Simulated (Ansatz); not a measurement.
# CH6SeSi2: small, medium and large basis sets

One table from this session's results is given with a row withheld; the runs are named, their logs left out.

The runs use Ansatz 0.2.0, Gaussian basis; one geometry, several basis sets.

Plan: PBE0-D4/def2-SVP; ωB97M-V/def2-SVP; PBE0-D4/def2-QZVPP; ωB97M-V/def2-QZVPP; the functionals' def2-TZVPP values are taken from earlier runs.

### The relaxed structure

An earlier PBE0-D4 in a triple-zeta def2 set relaxation fixed the geometry.

SMILES `[SiH3]C([SiH3])=[Se]`, 10 atoms, charge 0, spin multiplicity 1.

Atoms are counted from 1 here; the program's logs count them from 0.

Bond lengths: Si1–C2 1.877 Å, Si1–H5 1.481 Å, Si1–H6 1.488 Å, Si1–H7 1.489 Å, C2–Si3 1.877 Å, C2–Se4 1.767 Å, Si3–H8 1.481 Å, Si3–H9 1.488 Å, Si3–H10 1.489 Å. Angles: C2–Si1–H5 110.7°, C2–Si1–H6 107.8°, C2–Si1–H7 109.2°, H5–Si1–H6 110.5°, H5–Si1–H7 110.7°, H6–Si1–H7 107.9°, Si1–C2–Si3 120.4°, Si1–C2–Se4 119.8°, Si3–C2–Se4 119.8°, C2–Si3–H8 110.7°, C2–Si3–H9 107.8°, C2–Si3–H10 109.2°, H8–Si3–H9 110.5°, H8–Si3–H10 110.7°, H9–Si3–H10 107.9°.

Coordinates:

```xyz
10

Si   -0.4441    1.3647   -0.7972
C    -0.4195   -0.4639   -0.3742
Si    0.6786   -1.1063    1.0058
Se   -1.4377   -1.5876   -1.2814
H    -1.0564    1.5861   -2.1275
H    -1.2246    2.0653    0.2589
H     0.9478    1.8938   -0.7645
H     0.2687   -2.4710    1.4089
H     2.0811   -1.1089    0.5078
H     0.6060   -0.1721    2.1633
```

The first run:

The input, in.yaml:

```yaml
crystal:
  periodic: [false, false, false]
  atoms:
    - {symbol: Si, position_ang: [-0.444108, 1.364686, -0.797220]}
    - {symbol: C, position_ang: [-0.419509, -0.463936, -0.374188]}
    - {symbol: Si, position_ang: [0.678635, -1.106309, 1.005813]}
    - {symbol: Se, position_ang: [-1.437681, -1.587614, -1.281356]}
    - {symbol: H, position_ang: [-1.056354, 1.586066, -2.127488]}
    - {symbol: H, position_ang: [-1.224595, 2.065270, 0.258906]}
    - {symbol: H, position_ang: [0.947795, 1.893774, -0.764474]}
    - {symbol: H, position_ang: [0.268713, -2.470997, 1.408869]}
    - {symbol: H, position_ang: [2.081128, -1.108861, 0.507828]}
    - {symbol: H, position_ang: [0.605978, -0.172071, 2.163300]}
basis:
  gaussian: {orbitals: def2-SVP}
hamiltonian: {xc: pbe0, dispersion: d4}
output: {orbitals: {seedname: orbitals}}
```

Run with:

```bash
> ansatz run in.yaml --threads 2 --pin off --events-out ev --progress --plain --max-ram 31744MiB --backend cpu
```

Among the steps run: PBE0-D4 in def2-SVP; ωB97M-V in def2-SVP; PBE0-D4 in def2-QZVPP; ωB97M-V in def2-QZVPP.

One table of the session follows, with a row left open; its other results are not shown here.

It belongs to the step «Density functionals: the series». 

| functional | basis | HOMO (eV) | LUMO (eV) |
| --- | --- | --- | --- |
| PBE0-D4 | def2-SVP | -6.10 | -3.21 |
| PBE0-D4 | def2-TZVPP | -6.21 | -3.31 |
| PBE0-D4 | def2-QZVPP | -6.22 | -3.33 |
| ωB97M-V | def2-SVP | -8.23 | -1.10 |
| ωB97M-V | def2-TZVPP | ? | ? |
| ωB97M-V | def2-QZVPP | -8.38 | -1.29 |

**Question.** Estimate the row for ωB97M-V, def2-TZVPP.

As computed: HOMO (eV): -8.36; LUMO (eV): -1.26. In the column «HOMO (eV)» it lies between ωB97M-V, def2-QZVPP (-8.38) and ωB97M-V, def2-SVP (-8.23).
